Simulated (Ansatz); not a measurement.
# CH2As: the cost of one run

Method: the settings change from run to run; program: Ansatz 0.2.0, Gaussian basis.

27 further runs of the same task are left out: 17 that didn't finish, 10 set aside as unsound or not needed.

## Step 1: The system

The geometry is a PBE0/def2-TZVP stationary point (not a proven minimum) of the parent state, kept for this charge and spin. No spin-orbit coupling is included. The filled d shell of As may be among the frozen orbitals whatever the setting's name suggests; the logs give the count.

4 atoms, charge 1, spin multiplicity 1.

Atoms are counted from 1 here; the program's logs count them from 0.

Bond lengths: C1–As2 1.796 Å, As2–H3 1.505 Å, As2–H4 1.505 Å. Angles: C1–As2–H3 126.9°, C1–As2–H4 126.9°, H3–As2–H4 106.2°.

## Step 2: BCCD/cc-pVDZ

File in.yaml:

```yaml
crystal:
  periodic: [false, false, false]
  atoms:
    - {symbol: C, position_ang: [0.000000, 0.000000, 1.574072]}
    - {symbol: As, position_ang: [0.000000, 0.000000, -0.222050]}
    - {symbol: H, position_ang: [0.000000, 1.203165, -1.125760]}
    - {symbol: H, position_ang: [0.000000, -1.203165, -1.125760]}
basis:
  gaussian: {orbitals: cc-pVDZ}
total_charge: 1
magnetization: {spin_polarized: true, initial_magnetization: 0}
hamiltonian: {xc: {name: r2SCAN}}
correlation: {method: bccd, electrons: valence}
output: {forces: true}
```

Command:

```
$ ansatz run in.yaml --threads 1 --pin off --events-out ev --progress --plain --max-ram 2393MiB
```

**Question.** How long does this run take on 1 thread of AMD EPYC, shared host, and how much memory does it need?

About 77 s, with a peak of 0.28 GiB.
